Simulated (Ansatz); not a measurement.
# CaHg: molecular dynamics by PAW and LAPW

Aim: follow CaHg in time (15 steps of 2 fs at constant energy, with velocities drawn for 300 K) with PAW and LAPW. Both runs start alike, so that frozen cores can be judged against all electrons.

Method: DFT PBEsol, scalar-relativistic, in Ansatz 0.2.0.

### Step 1. Starting point

The cell holds 4 atoms (Ca2Hg2): a = 7.509 Å, b = 3.755 Å, c = 3.755 Å, α = 90.00°, β = 90.00°, γ = 90.00°.

Structure file:

```cif
data_structure
_symmetry_space_group_name_H-M 'P 1'
_symmetry_Int_Tables_number 1
_cell_length_a 7.5093
_cell_length_b 3.7547
_cell_length_c 3.7547
_cell_angle_alpha 90.000
_cell_angle_beta 90.000
_cell_angle_gamma 90.000
_cell_volume 105.86
loop_
_atom_site_label
_atom_site_type_symbol
_atom_site_fract_x
_atom_site_fract_y
_atom_site_fract_z
_atom_site_occupancy
Ca1 Ca 0.00000 0.00000 0.00000 1
Ca2 Ca 0.50000 0.00000 0.00000 1
Hg1 Hg 0.25000 0.50000 0.50000 1
Hg2 Hg 0.75000 0.50000 0.50000 1
```

The cell is one relaxed in the Materials Project, used as it stands.

### Step 2. PAW with frozen cores

Input file input.yaml:

```yaml
crystal:
  lattice:
    - [7.50930936, 0.0, 0.0]
    - [0.0, 3.75465468, 0.0]
    - [0.0, 0.0, 3.75465468]
  atoms:
    - { symbol: Ca, position: [0.0, 0.0, 0.0] }
    - { symbol: Ca, position: [0.5, 0.0, 0.0] }
    - { symbol: Hg, position: [0.25, 0.5, 0.5] }
    - { symbol: Hg, position: [0.75, 0.5, 0.5] }
kpoints:
  mp_grid: { grid: [3, 5, 5] }
scf:
  occupations: { method: fermi_dirac, width: 0.08 }
hamiltonian:
  xc: pbesol
  pseudopotentials: { kind: paw }
output:
  forces: true
  stress: true
md:
  timestep: 2.0
  n_steps: 15
  ensemble: nve
  temperature: 300
  initial_velocities: maxwell_boltzmann
  seed: 70968
```

Started as:

```
$ ansatz run input.yaml --threads 2 --pin off --max-ram 4096MiB --backend cpu --events-out ev --progress --plain --runs-dir out
```

### Step 6. All-electron LAPW

input.yaml, as its differences from that of step 2:

```diff
@@ -16,3 +16,3 @@
   xc: pbesol
-  pseudopotentials: { kind: paw }
+  pseudopotentials: { kind: all_electron, lapw: { basis_error: 0.001 } }
 output:
```

(Steps that only read results are left out.)

**Question.** What will these runs give? Wanted: PAW: temperature, first and last step; PAW: temperature, second half; PAW: potential energy, second half; PAW: largest change of the total energy; PAW: mean square displacement, second half; LAPW: temperature, first and last step; LAPW: temperature, second half; LAPW: potential energy, second half; LAPW: largest change of the total energy.

The runs gave:

```
                                   quantity                                   value
                                PAW: length                        15 steps of 2 fs
      PAW: temperature, first and last step                           300 and 160 K
              PAW: temperature, second half           mean 206 K, from 160 to 251 K
         PAW: potential energy, second half  +9 meV/atom from this run's first step
    PAW: largest change of the total energy                           0.01 meV/atom
 PAW: mean square displacement, second half                   Ca 0.009, Hg 0.001 Å²
                               LAPW: length                        15 steps of 2 fs
     LAPW: temperature, first and last step                           300 and 160 K
             LAPW: temperature, second half           mean 206 K, from 160 to 251 K
        LAPW: potential energy, second half  +9 meV/atom from this run's first step
   LAPW: largest change of the total energy                           0.01 meV/atom
LAPW: mean square displacement, second half                   Ca 0.009, Hg 0.001 Å²
```

**Reading.** The temperature starts at 300 K and averages 206 K in the second half, where it still falls, from 251 to 160 K. The total energy strays from its start by at most 0.01 meV/atom, under 0.1 % of the mean kinetic energy, so a step of 2 fs is short enough over this time. The farthest move is 0.15 Å, against a mean nearest distance of 3.3 Å at the start: no atom has changed site so far. From the same start the temperatures of the two runs stay within 0.1 K of each other. A run of 30 fs with 4 atoms shows the motion but fixes no equilibrium value. LAPW took about 7 times as long as PAW (4.3 min against 37 s, on a shared host and with the outputs that each input asks for).
